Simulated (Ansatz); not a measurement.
# C2H6AlFS: one species, many methods

The task here is to estimate one member of a computed series from the others.

The runs use Ansatz 0.2.0, Gaussian basis; functionals in def2-TZVPP, the program's frozen cores in correlated methods.

Plan: PBE-D4, r2SCAN-D4, PBE0-D4, B3LYP-D4, ωB97X-V, ωB97M-V, B2PLYP; CCSD(T)/def2-TZVPP; MP2/def2-QZVPP; extrapolation to the limit.

**The geometry**

All runs share one geometry, relaxed beforehand with PBE0-D4 in a triple-zeta def2 set.

11 atoms, charge 0, spin multiplicity 1.

Atoms are counted from 1 here; the program's logs count them from 0.

Bond lengths: C1–S2 1.798 Å, C1–H6 1.092 Å, C1–H7 1.092 Å, C1–H8 1.091 Å, S2–C3 1.792 Å, C3–Al5 1.953 Å, C3–H9 1.097 Å, C3–H10 1.097 Å, F4–Al5 1.652 Å, Al5–H11 1.573 Å. Angles: S2–C1–H6 110.9°, S2–C1–H7 110.9°, S2–C1–H8 107.3°, H6–C1–H7 109.7°, H6–C1–H8 109.0°, H7–C1–H8 109.0°, C1–S2–C3 101.5°, S2–C3–Al5 109.0°, S2–C3–H9 111.1°, S2–C3–H10 111.1°, Al5–C3–H9 109.2°, Al5–C3–H10 109.2°, H9–C3–H10 107.2°, C3–Al5–F4 116.2°, C3–Al5–H11 126.4°, F4–Al5–H11 117.4°.

The first run:

in.yaml

```yaml
crystal:
  periodic: [false, false, false]
  atoms:
    - {symbol: C, position_ang: [-1.661955, -0.326724, 1.346529]}
    - {symbol: S, position_ang: [0.056642, -0.666667, 0.942780]}
    - {symbol: C, position_ang: [0.264409, 0.285812, -0.560425]}
    - {symbol: F, position_ang: [2.486801, 0.883723, -2.585273]}
    - {symbol: Al, position_ang: [2.096593, 0.069119, -1.202034]}
    - {symbol: H, position_ang: [-2.324839, -0.674188, 0.551968]}
    - {symbol: H, position_ang: [-1.818398, 0.739965, 1.517250]}
    - {symbol: H, position_ang: [-1.893098, -0.870145, 2.263883]}
    - {symbol: H, position_ang: [0.067596, 1.350079, -0.383637]}
    - {symbol: H, position_ang: [-0.432500, -0.048136, -1.338553]}
    - {symbol: H, position_ang: [3.224152, -0.799938, -0.531890]}
basis:
  gaussian: {orbitals: def2-TZVPP}
hamiltonian: {xc: pbe, dispersion: d4}
output: {forces: true, orbitals: {seedname: orbitals}}
```

Command:

```sh
$ ansatz run in.yaml --threads 4 --pin off --events-out ev --progress --plain --max-ram 10444MiB
```

Steps of the session up to this table: PBE-D4 (GGA); r2SCAN-D4 (meta-GGA); PBE0-D4 (hybrid); B3LYP-D4 (hybrid); ωB97X-V (range-separated); ωB97M-V (range-separated); B2PLYP (double hybrid); CCSD(T) in def2-TZVPP; MP2 in def2-QZVPP.

One of the session's tables, all rows but one given; the rest of the session is left out.

```
            method  atomisation energy (kcal/mol)
            PBE-D4                          953.8
         r2SCAN-D4                          944.5
           PBE0-D4                              ?
          B3LYP-D4                          938.0
           ωB97X-V                          944.4
           ωB97M-V                          944.9
            B2PLYP                          929.9
     HF/def2-TZVPP                          699.1
    MP2/def2-TZVPP                          933.9
   CCSD/def2-TZVPP                          905.2
CCSD(T)/def2-TZVPP                          918.1
           MP2/CBS                          959.2
       CCSD(T)/CBS                          943.5
```

Q: Estimate the row for PBE0-D4 from the others.

The run gave: atomisation energy (kcal/mol): 940.1. In the column «atomisation energy (kcal/mol)» it lies between B3LYP-D4 (938.0) and CCSD(T)/CBS (943.5).

Caveats from the session: Free atoms (2 C, 1 S, 1 F, 1 Al, 6 H) were run apart at each level; the atomisation energy is their sum less the molecule, without zero-point or spin-orbit terms.
